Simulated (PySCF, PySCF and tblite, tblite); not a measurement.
# C₄H₃ClF₄: telling isomers apart by computed NMR, part 2 of 2

PySCF and tblite. Atoms count from 0. Earlier steps stand in the parts before.

## Step 7: The ensemble, isomer B: properties at PBE0/pcSseg-1

Job settings and geometry (Å):

```
{"job": {"study": "conf", "smiles": "C/C(Cl)=C(\\F)C(F)(F)F", "search": {"seed": 6734, "n_embed": 45, "ff_keep": 10, "window": 2.5, "nmax": 6, "temps": [250, 298.15, 350], "t_ref": 298.15, "order": 0.001}, "level": {"nmr": {"xc": "PBE0", "basis": "pcSseg-1"}}, "kind": "conf"}, "charge": 0, "multiplicity": 1}
C     -1.992375     0.032391     0.056289
C     -0.571437    -0.384267    -0.072207
Cl    -0.286880    -2.035765    -0.443857
C      0.469561     0.437213     0.082080
F      0.282744     1.739659     0.374141
C      1.925542     0.056986    -0.039132
F      2.222638    -0.430331    -1.255078
F      2.725994     1.098309     0.171319
F      2.276367    -0.894729     0.841477
H     -2.475266    -0.544233     0.843240
H     -2.519765    -0.167146    -0.874834
H     -2.055922     1.091229     0.290534
```

The program printed:

```text
conformer  sym    E(xTB)   E(DFT)   G(298.15 K)  weight  dipole/D
    1     Cs      0.000    0.000    0.000   1.0000    2.778

mean shielding (ppm) by class
class atoms           250 K   298.15 K      350 K
  0 C  0             165.55     165.55     165.55
  1 C  1             48.346     48.346     48.346
  2 Cl 2            738.475    738.475    738.475
  3 C  3             30.177     30.177     30.177
  4 F  4            300.283    300.283    300.283
  5 C  5             58.283     58.283     58.283
  6 F  6,7,8        249.755    249.755    249.755
  7 H  9,10,11       29.465     29.465     29.465
```

It took 17 s on 1 thread of Arm Neoverse V2, shared host. This counts the runs that the step sums up.

The search (ETKDG and KDG, MMFF94s, GFN2-xTB) embedded 45 structures, kept 1 distinct ones after the force field and 1 after xTB; 1 was carried on (window 2.5 kcal/mol at the search's own energies). Energies: PBE0/pcSseg-1 with D3(BJ).

Conformer by conformer (298 K):

```
no.  group  mirror pair  ΔE xTB  ΔE DFT    ΔG  weight (%)  μ (D)     A, B, C (GHz)
  1     Cs           no    0.00    0.00  0.00       100.0   2.78  1.92, 1.16, 0.83
```

Energies in kcal/mol. ΔG holds xTB vibrations and rotation, symmetry numbers and mirror pairs.

Shifts against references run at the same level (19F CFCl3 170.9, 13C TMS 186.9, 1H TMS 31.72, 35Cl HCl 950 ppm of shielding), by class of atoms, at 298 K:

```
       atoms                           environment  average
          C3       fully substituted alkene carbon    156.7
          C1       fully substituted alkene carbon    138.6
          C5                            CF3 carbon    128.6
          C0                 allylic methyl carbon     21.4
H9, H10, H11  hydrogen on an allylic methyl carbon     2.25
         Cl2                  chlorine bonded to C      211
  F6, F7, F8               fluorine of a CF3 group    -78.8
          F4                      vinylic fluorine   -129.3
```

## Step 8: Shieldings, isomer B, conformer 1: HSE06/cc-pVDZ

Job settings and geometry (Å):

```
{"job": {"xc": "HSE06", "basis": "cc-pVDZ", "grid": 1, "kind": "nmr", "pop": false}, "charge": 0, "multiplicity": 1}
C     -1.992375     0.032391     0.056289
C     -0.571437    -0.384267    -0.072207
Cl    -0.286880    -2.035765    -0.443857
C      0.469561     0.437213     0.082080
F      0.282744     1.739659     0.374141
C      1.925542     0.056986    -0.039132
F      2.222638    -0.430331    -1.255078
F      2.725994     1.098309     0.171319
F      2.276367    -0.894729     0.841477
H     -2.475266    -0.544233     0.843240
H     -2.519765    -0.167146    -0.874834
H     -2.055922     1.091229     0.290534
```

The program printed:

```text
final grid: 55656 points
cycle   1  E = -1012.9957614243  dE =  1.521e+00  |g| = 1.011e+00  |ddm| = 6.319e+00
cycle   2  E = -1012.7053937364  dE =  2.904e-01  |g| = 1.670e+00  |ddm| = 3.380e+00
cycle   3  E = -1013.1717991485  dE = -4.664e-01  |g| = 1.012e-01  |ddm| = 2.140e+00
cycle   4  E = -1013.1730866725  dE = -1.288e-03  |g| = 7.119e-02  |ddm| = 2.644e-01
cycle   5  E = -1013.1742367921  dE = -1.150e-03  |g| = 2.011e-02  |ddm| = 1.263e-01
cycle   6  E = -1013.1743319328  dE = -9.514e-05  |g| = 6.318e-03  |ddm| = 3.822e-02
cycle   7  E = -1013.1743401869  dE = -8.254e-06  |g| = 1.175e-03  |ddm| = 9.943e-03
cycle   8  E = -1013.1743404367  dE = -2.499e-07  |g| = 2.320e-04  |ddm| = 1.999e-03
cycle   9  E = -1013.1743404473  dE = -1.060e-08  |g| = 8.533e-05  |ddm| = 4.799e-04
cycle  10  E = -1013.1743404490  dE = -1.631e-09  |g| = 2.470e-05  |ddm| = 1.852e-04
cycle  11  E = -1013.1743404490  dE = -6.457e-11  |g| = 1.870e-05  |ddm| = 5.815e-05
converged SCF energy = -1013.1743404490

GIAO shielding tensors (ppm)
atom      isotropic    diamagn.    paramagn.     s11        s22        s33       span
  0 C      178.190     246.494     -68.304    164.953    172.120    197.496     32.543
  1 C       64.589     257.822    -193.233    -11.981     72.697    133.051    145.031
  2 Cl     780.005    1148.804    -368.799    632.580    761.791    945.643    313.063
  3 C       47.799     252.701    -204.902    -32.417     81.876     93.938    126.355
  4 F      311.841     473.316    -161.475    262.481    299.294    373.747    111.266
  5 C       73.980     249.355    -175.375     61.010     77.282     83.649     22.639
  6 F      262.950     472.272    -209.322    195.482    247.374    345.993    150.510
  7 F      283.672     467.534    -183.862    215.850    287.324    347.843    131.993
  8 F      262.939     472.299    -209.360    195.440    247.366    346.011    150.571
  9 H       29.976      28.443       1.533     25.692     28.089     36.148     10.455
 10 H       29.978      28.437       1.541     25.690     28.096     36.148     10.458
 11 H       29.181      30.561      -1.379     23.775     29.258     34.510     10.735
```

It took 20 s on 1 thread of Arm Neoverse V2, shared host; peak memory 0.94 GiB.

In short: HOMO -7.19 eV, LUMO -1.08 eV; dipole 2.61 D.

## Step 9: The ensemble, isomer B: properties at HSE06/cc-pVDZ

Job settings and geometry (Å):

```
{"job": {"study": "conf", "smiles": "C/C(Cl)=C(\\F)C(F)(F)F", "search": {"seed": 6734, "n_embed": 45, "ff_keep": 10, "window": 2.5, "nmax": 6, "temps": [250, 298.15, 350], "t_ref": 298.15, "order": 0.001}, "level": {"nmr": {"xc": "HSE06", "basis": "cc-pVDZ", "grid": 1}, "change": "HSE06/cc-pVDZ; grid level 1"}, "kind": "conf"}, "charge": 0, "multiplicity": 1}
C     -1.992375     0.032391     0.056289
C     -0.571437    -0.384267    -0.072207
Cl    -0.286880    -2.035765    -0.443857
C      0.469561     0.437213     0.082080
F      0.282744     1.739659     0.374141
C      1.925542     0.056986    -0.039132
F      2.222638    -0.430331    -1.255078
F      2.725994     1.098309     0.171319
F      2.276367    -0.894729     0.841477
H     -2.475266    -0.544233     0.843240
H     -2.519765    -0.167146    -0.874834
H     -2.055922     1.091229     0.290534
```

The program printed:

```text
conformer  sym    E(xTB)   E(DFT)   G(298.15 K)  weight  dipole/D
    1     Cs      0.000    0.000    0.000   1.0000    2.615

mean shielding (ppm) by class
class atoms           250 K   298.15 K      350 K
  0 C  0             178.19     178.19     178.19
  1 C  1             64.589     64.589     64.589
  2 Cl 2            780.005    780.005    780.005
  3 C  3             47.799     47.799     47.799
  4 F  4            311.841    311.841    311.841
  5 C  5              73.98      73.98      73.98
  6 F  6,7,8        269.854    269.854    269.854
  7 H  9,10,11       29.712     29.712     29.712
```

Run time: 20 s. Hardware: 1 thread of Arm Neoverse V2, shared host. This counts the runs that the step sums up.

Against the first level, at 298 K (shieldings, ppm; largest changes first):

```
       atoms  PBE0/pcSseg-1  HSE06/cc-pVDZ  change
         Cl2            738            780     +42
  F6, F7, F8          249.8          269.9   +20.1
          C3           30.2           47.8   +17.6
          C1           48.3           64.6   +16.2
          C5           58.3           74.0   +15.7
          C0          165.6          178.2   +12.6
          F4          300.3          311.8   +11.6
H9, H10, H11          29.46          29.71   +0.25
```

Weights: from PBE0/pcSseg-1 energies 1: 100 %; from HSE06/cc-pVDZ energies 1: 100 % (with a dispersion term where the level has one and the same thermal terms, so they don't follow from the SCF energies alone). Times: 17 s and 20 s.

## Step 10: The test of assignment

Job settings and geometry (Å):

```
{"job": {"study": "set", "relation": "E/Z isomers", "members": [{"smiles": "[CH3:1]/[C:2]([Cl:3])=[C:4](/[F:5])[C:6]([F:7])([F:8])[F:9]"}, {"smiles": "[CH3:1]/[C:2]([Cl:3])=[C:4](\\[F:5])[C:6]([F:7])([F:8])[F:9]"}], "charge": 0, "search": {"seed": 6734, "n_embed": 45, "ff_keep": 10, "window": 2.5, "nmax": 6, "temps": [250, 298.15, 350], "t_ref": 298.15, "order": 0.001}, "level": {"nmr": {"xc": "PBE0", "basis": "pcSseg-1"}}, "dp4": {"C": [2.0, 10], "H": [0.15, 10]}, "second_levels": [{"nmr": {"xc": "HSE06", "basis": "cc-pVDZ", "grid": 1}, "wide": true, "change": "HSE06/cc-pVDZ; grid level 1"}], "kind": "set"}, "charge": 0, "multiplicity": 1}
C      1.436529    -0.692570     0.047613
C      0.788894     0.644476     0.093686
Cl     1.859056     1.981940     0.254419
C     -0.523811     0.874526     0.021643
F     -1.036917     2.116958     0.070557
C     -1.585338    -0.189811    -0.120915
F     -1.421967    -0.923365    -1.237463
F     -2.806033     0.327340    -0.165309
F     -1.561658    -1.070024     0.896951
H      2.129452    -0.730342    -0.791543
H      2.012246    -0.847335     0.958868
H      0.710746    -1.492478    -0.054532
```

The program printed:

```text
isomer  G rel   conformers  SMILES
A     0.000      1   C/C(Cl)=C(/F)C(F)(F)F
B     0.917      1   C/C(Cl)=C(\F)C(F)(F)F

signals of isomer B at the second level: probabilities [0.46112, 0.53888]
```

Wall time 56 s (1 thread of Arm Neoverse V2, shared host); peak memory 0.94 GiB. This counts the whole study up to here.

The 2 candidates (E/Z isomers), with energies and dipoles from their ensembles above, at 298 K; shieldings at PBE0/pcSseg-1:

```
isomer                 SMILES  conformers    ΔE    ΔG  μ rms (D)
     A  C/C(Cl)=C(/F)C(F)(F)F           1  0.00  0.00       2.15
     B  C/C(Cl)=C(\F)C(F)(F)F           1  0.91  0.92       2.78
```

Energies in kcal/mol.

The signals of isomer B, computed at a second level (HSE06/cc-pVDZ), stand in for a spectrum. The test takes 4 C values. Each candidate's shieldings are matched to them by assigned atoms (like hydrogens of one group may swap) by a straight-line fit, or by a shift alone where signals are few or close (slope 1; a small slope inflates the errors), and the errors are weighed by Student-t tails (C: width 2.0 ppm).

```
candidate  C slope  C mean error  C largest  P(C)  P(all)
        A     1.02           0.4        0.8  46.1    46.1
        B     1.03           0.3        0.5  53.9    53.9
```

Errors in ppm, probabilities in per cent.

## Step 11: Outcome

The summary covers parts 1 to 2.

```
                                     quantity                                                 value
                         conformers, isomer A  1; the first in weight is no. 1 (Cs), 100 % at 298 K
            root-mean-square dipole, isomer A                                                2.15 D
averaged 13C shifts, isomer A (PBE0/pcSseg-1)                         155.7, 137.6, 129.5, 22.5 ppm
 averaged 1H shifts, isomer A (PBE0/pcSseg-1)                                              2.29 ppm
averaged 19F shifts, isomer A (PBE0/pcSseg-1)                                     -75.5, -122.4 ppm
                         conformers, isomer B  1; the first in weight is no. 1 (Cs), 100 % at 298 K
            root-mean-square dipole, isomer B                                                2.78 D
averaged 13C shifts, isomer B (PBE0/pcSseg-1)                         156.7, 138.6, 128.6, 21.4 ppm
 averaged 1H shifts, isomer B (PBE0/pcSseg-1)                                              2.25 ppm
averaged 19F shifts, isomer B (PBE0/pcSseg-1)                                     -78.8, -129.3 ppm
                        lowest in free energy                                              isomer A
                 signals of B (HSE06/cc-pVDZ)                                      best fit B, 54 %
```

In words: The search found one conformer for isomer A in the window, so the averages are its own values. The search found one conformer for isomer B in the window, so the averages are its own values. Between PBE0/pcSseg-1 and HSE06/cc-pVDZ, Cl2 of isomer B changes most, by 42 ppm of raw shielding. The test names the right isomer, B, with 54 %, which is no clear verdict. The stand-in spectrum is computed, so it shares geometries and errors with the candidates; a measured one would test harder.
